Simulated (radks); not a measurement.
# V³⁺ in [Ar] 3d2: an all-electron calculation

One table from this session's results is given with a row withheld; the runs are named, their logs left out.

Program: radks (a radial shooting solver on a logarithmic mesh, Libxc functionals) version 1. Level of theory: scalar-relativistic Kohn-Sham, SCAN, spin-polarised, spherical densities, finite nucleus; open shells are filled with parallel spins first. These are calculated values, not measurements, unless marked.

**Starting point**

| Property | Result |
| --- | --- |
| element | vanadium (Z = 23) |
| charge | +3 |
| electrons | 20 |
| configuration | [Ar] 3d2 |
| nuclear rms radius | 3.6002 fm |

The outer shells:

V³⁺
```
[Ar] core
3d [↑ ][↑ ][  ][  ][  ]
```

The first run:

Input:

```text
Z 23
configuration [Ar] 3d2
relativity scalar-relativistic
functional scan,scan
spin polarised
nucleus finite rms 3.6002 fm
c 137.035999084
```

The run is started by

```console
> python run_ks.py task.json out
```

This one command runs every case of the session in turn.

One table of the session follows, with a row left open; its other results are not shown here.

It belongs to the step «Shells». From the orbitals of this run (lengths in bohr):

```
  level      <r>  outermost maximum (interpolated)  90 % within  nodes
1s down  0.06646                            0.0435        0.119      0
  1s up  0.06646                            0.0435        0.119      0
  2s up   0.3075                             0.255        0.477      1
2s down   0.3071                             0.255        0.476      1
  2p up   0.2740                             0.208        0.450      0
2p down   0.2735                             0.208        0.449      0
  3s up   0.9363                             0.816         1.39      2
3s down   0.9392                             0.816         1.40      2
  3p up   0.9921                             0.840         1.52      1
3p down   0.9954                             0.841         1.52      1
  3d up        ?                                 ?            ?      ?
3d down    1.173                             0.859         1.94      0
```

**Question.** Estimate the row for 3d up.

The run gave: <r>: 1.168; outermost maximum (interpolated): 0.855; 90 % within: 1.93; nodes: 0. In the column «<r>» it lies between 3p down (0.9954) and 3d down (1.173).

Limits of these values: Open shells are spherical and high-spin; term and fine-structure splittings are not resolved.
